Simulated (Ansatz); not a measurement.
# SnH2 (singlet): wave-function methods side by side, def2-TZVPD

One table from this session's results is given with a row withheld; the runs are named, their logs left out.

Program: Ansatz 0.2.0, Gaussian basis. Level of theory: def2-TZVPD, core rule «outside noble gas», up to 9 orbitals frozen. These are calculated values, not measurements.

To be run: UHF; CCSD(T) on RHF; CCSD(T) on UHF; BCCD(T) on RHF; CCSDT(Q) on RHF; CCSDT(Q) on UHF; CASSCF and MRCISD+Q, 6 electrons in 6 orbitals; CASSCF and NEVPT2, 6 electrons in 6 orbitals.

14 further runs of the same task are left out: 4 that didn't finish, 10 set aside as unsound or not needed.

### The geometry

The geometry is a PBE0/def2-TZVPD stationary point (not a proven minimum) of the parent state, kept for this charge and spin. No spin-orbit coupling is included. Elements past krypton take def2 core potentials.

3 atoms, charge 0, spin multiplicity 1.

Atoms are counted from 1 here; the program's logs count them from 0.

Bond lengths: Sn1–H2 1.804 Å, Sn1–H3 1.804 Å. Angles: H2–Sn1–H3 91.1°.

As a file:

| atom | x (Å) | y (Å) | z (Å) |
| --- | --- | --- | --- |
| Sn1 | 0.00000 | -0.02109 | 0.00000 |
| H2 | 0.00000 | 1.24190 | -1.28809 |
| H3 | 0.00000 | 1.24187 | 1.28811 |

Set-up of the first run:

Input file in.yaml:

```yaml
crystal:
  periodic: [false, false, false]
  atoms:
    - {symbol: Sn, position_ang: [0.000000, -0.021089, 0.000000]}
    - {symbol: H, position_ang: [0.000000, 1.241896, -1.288086]}
    - {symbol: H, position_ang: [0.000000, 1.241874, 1.288107]}
basis:
  gaussian: {orbitals: def2-TZVPD}
magnetization: {spin_polarized: true, initial_magnetization: 0}
hamiltonian: {xc: hf}
output: {orbitals: {seedname: orbitals}}
```

Run with:

```
ansatz run in.yaml --threads 1 --pin off --events-out ev --progress --plain --max-ram 2393MiB
```

Among the steps run: UHF; CCSD(T) on RHF; CCSD(T) on UHF; BCCD(T) on RHF; CCSDT(Q) on RHF; CCSDT(Q) on UHF; CASSCF and MRCISD+Q, 6 electrons in 6 orbitals; CASSCF and NEVPT2, 6 electrons in 6 orbitals.

One table of the session follows, with a row left open; its other results are not shown here.

```
          method  from RCCSDT(Q) (meV)
             RHF               +3200.5
             UHF               +3192.2
            RMP2                +771.1
           RCCSD                 +95.0
        RCCSD(T)                     ?
         BCCD(T)                 +19.7
          RCCSDT                  +2.8
       RCCSDT(Q)                     0
  CASSCF valence               +1864.2
  NEVPT2 valence                +573.1
  MRCISD valence                 +82.3
MRCISD+Q valence                  +4.9
```

Q: Estimate the row for RCCSD(T) from the others.

The run gave: from RCCSDT(Q) (meV): +19.9. In the column «from RCCSDT(Q) (meV)» it lies between BCCD(T) (+19.7) and MRCISD valence (+82.3).

Not comparable, so not listed: CCSD(T) on UHF; CCSDT(Q) on UHF (they don't share determinant, frozen orbitals or solution with the rows shown, or repeat one).

To keep in mind: Warnings: restricted reference is unstable; spin contamination.
